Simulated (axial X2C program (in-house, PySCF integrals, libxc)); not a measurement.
# IEuI: Ω levels from open-shell CI on f7 s0

Which Ω levels does IEuI have in the configuration f7 s0, and how far apart?

Computed with an in-house X2C program for linear molecules on PySCF integrals. Level: two-component X2C, average-of-configuration Hartree–Fock and CI in the open shells.

All values are calculated.

## (1) The job

task.json reads:

```json
{
 "zs": [
  53,
  63,
  53
 ],
 "q": 0,
 "bas": [
  "dyall-v3z",
  "dyall-v3z",
  "dyall-v3z"
 ],
 "r0": 3.01,
 "metal": 1,
 "shells": [
  [
   3,
   [
    0,
    1,
    2,
    3
   ],
   7
  ],
  [
   0,
   [
    0
   ],
   0
  ]
 ],
 "fix": 0,
 "emax": 2.2,
 "nroots": 4
}
```

Keys: zs atomic numbers; q charge; bas basis sets; r0 starting distance in Å; metal index of the metal atom; shells open shells as [l, |m| values, electrons]; fix electron count of the first shell held; emax energy window in eV; nroots roots for each Ω.

Started as:

```bash
python soci.py task.json out
```

Two-component X2C with atomic mean-field Coulomb and Gaunt terms, basis I dyall-v3z, Eu dyall-v3z (cores contracted in-house). Orbitals come from Hartree–Fock averaged over the configuration Eu f7 s0; CI then distributes these electrons over the f, s shells of Eu.

## (2) CI at I–Eu–I held linear, both bonds 3.076 Å

Output:

```text
average of configuration f7 s0
basis functions 371  fitting functions 1942
iter      average energy  largest gradient
   1     -25052.383214860   1.42e+01
   2     -25054.190161621   9.23e+00
   3     -25055.242181882   3.04e-01
   4     -25055.309615179   3.17e-01
   5     -25055.318798153   1.17e-01
   6     -25055.320812147   4.53e-02
   7     -25055.321229358   9.49e-03
   8     -25055.321276448   4.50e-03
   9     -25055.321283635   7.88e-04
  10     -25055.321283967   4.90e-04
  11     -25055.321284019   1.37e-04
  12     -25055.321284027   5.35e-05
  13     -25055.321284029   2.15e-05
  14     -25055.321284029   6.01e-06
converged
CI levels
2*Omega        energy/Eh    cm-1   g(par)  dipole/D  leading shell counts
    7    -25055.75763832        0  13.984    0.000  {'7 0': 1.0}
    5    -25055.75762575        3   9.989    0.000  {'7 0': 1.0}
    3    -25055.75761729        5   5.993    0.000  {'7 0': 1.0}
    1    -25055.75761304        6   1.998    0.000  {'7 0': 1.0}
```

Dipoles in the output refer to the first atom as origin.

Wall time 19 s (1 thread of Arm Neoverse N1, shared host); peak memory 0.84 GiB.

Active spinors (ω > 0; filled shells left out):

```
shell    ω  ε (eV)           character
    f  5/2    0.39           100% Eu f
    f  3/2    0.49           100% Eu f
    f  1/2    0.55           100% Eu f
    f  7/2    0.89           100% Eu f
    f  5/2    0.98           100% Eu f
    f  3/2    1.04           100% Eu f
    f  1/2    1.08           100% Eu f
    s  1/2   -0.51  73% Eu s, 24% Eu d
```

The levels:

```
  Ω  energy (cm⁻¹)     g∥  configuration
7/2              0  13.98        100% f7
5/2              3   9.99        100% f7
3/2              5   5.99        100% f7
1/2              6   2.00        100% f7
```

g∥ is the magnitude of 2⟨Lz + ge Sz⟩ for the +Ω component.

## (3) Curves along the symmetric stretch (R is each bond)

The same input was run at the other distances (logs left out). Energies in cm⁻¹ from the lowest point; levels are followed by energy order within each Ω.

```
R (Å)  (1)Ω=7/2  (1)Ω=5/2  (1)Ω=3/2  (1)Ω=1/2
2.861      3030      3033      3035      3036
2.968       732       735       737       738
3.076         0         3         5         6
3.199       558       560       562       563
3.322      2148      2150      2152      2152
3.461      4763      4765      4766      4767
3.630      8645      8647      8648      8649
```

Constants where the minimum is well bracketed:

```
level of the curve  Te (cm⁻¹)  Re (Å)  ωe (cm⁻¹)
          (1)Ω=7/2          0   3.085      113.0
          (1)Ω=5/2          3   3.085      113.0
          (1)Ω=3/2          5   3.085      113.0
          (1)Ω=1/2          6   3.085      113.0
```

## (4) What came out

| quantity | value |
| --- | --- |
| lowest level of the model | Ω = 7/2, g∥ = 13.98, 100% f7 |
| next level | Ω = 5/2, 3 cm⁻¹ higher |
| lowest curve, Re and ωe | 3.085 Å, 113.0 cm⁻¹ |

In words: In the lowest level ⟨Sz⟩ = 3.48 and ⟨Lz⟩ = 0.02; its leading determinant has weight 0.16 among 789. Without dynamic correlation distances can be off by several hundredths of an Å, and the wavenumbers are rough. Dynamic correlation is missing, so gaps between terms are too wide and other configurations may lie lower; the lowest level listed is that of this model, not necessarily the ground state. At most 4 roots were kept for each Ω > 0 (twice that for Ω = 0) within 2.2 eV of the lowest, so higher up levels can be missing between those listed; levels with Ω > 0 are doubly degenerate and listed once, Ω = 0 levels singly. States that fill the shells left empty in the average are placed too high. The molecule was held linear; bending was not examined.
